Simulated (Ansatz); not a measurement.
# CrC+ (doublet): wave-function methods side by side, def2-TZVPP

An exercise on one series of results from a longer session: the logs are not shown, and one member is left open.

Program: Ansatz 0.2.0, Gaussian basis. Level of theory: def2-TZVPP, core rule «outside noble gas», up to 10 orbitals frozen. These are calculated values, not measurements.

To be run: UHF; ROHF; CCSD(T) on UHF.

2 further runs of the same task are left out: 2 set aside as unsound or not needed.

### The geometry

The geometry is a PBE0/def2-TZVP stationary point (not a proven minimum) of the parent state, kept for this charge and spin.

2 atoms, charge 1, spin multiplicity 2.

Atoms are counted from 1 here; the program's logs count them from 0.

Bond lengths: Cr1–C2 1.515 Å.

Set-up of the first run:

in.yaml reads:

```yaml
crystal:
  periodic: [false, false, false]
  atoms:
    - {symbol: Cr, position_ang: [0.000000, 0.000000, 0.000000]}
    - {symbol: C, position_ang: [0.000000, 0.000000, 1.514800]}
basis:
  gaussian: {orbitals: def2-TZVPP}
total_charge: 1
magnetization: {spin_polarized: true, initial_magnetization: 1}
hamiltonian: {xc: hf}
output: {orbitals: {seedname: orbitals}}
```

The run is started by

```console
$ ansatz run in.yaml --threads 1 --pin off --events-out ev --progress --plain --max-ram 4096MiB --backend cpu
```

Among the steps run: UHF; ROHF; CCSD(T) on UHF.

One of the session's tables, all rows but one given; the rest of the session is left out.

It belongs to the step «Misses and costs». 

| method | from UCCSD(T) (meV) |
| --- | --- |
| ROHF | +11705.5 |
| UMP2 | +2758.2 |
| UCCSD | ? |
| UCCSD(T) | 0 |

Q: Estimate the row for UCCSD from the others.

**Answer.** from UCCSD(T) (meV): +661.1. In the column «from UCCSD(T) (meV)» it lies between UCCSD(T) (0) and UMP2 (+2758.2).

Left out of the table: UHF (another determinant or state than the rows shown).

Limits of these values: The determinant is far from a pure spin state, so its energy mixes those of several spin states (harmless only where they are near-degenerate, as at dissociation). Warnings: spin contamination; coupled cluster took another determinant than the lowest.
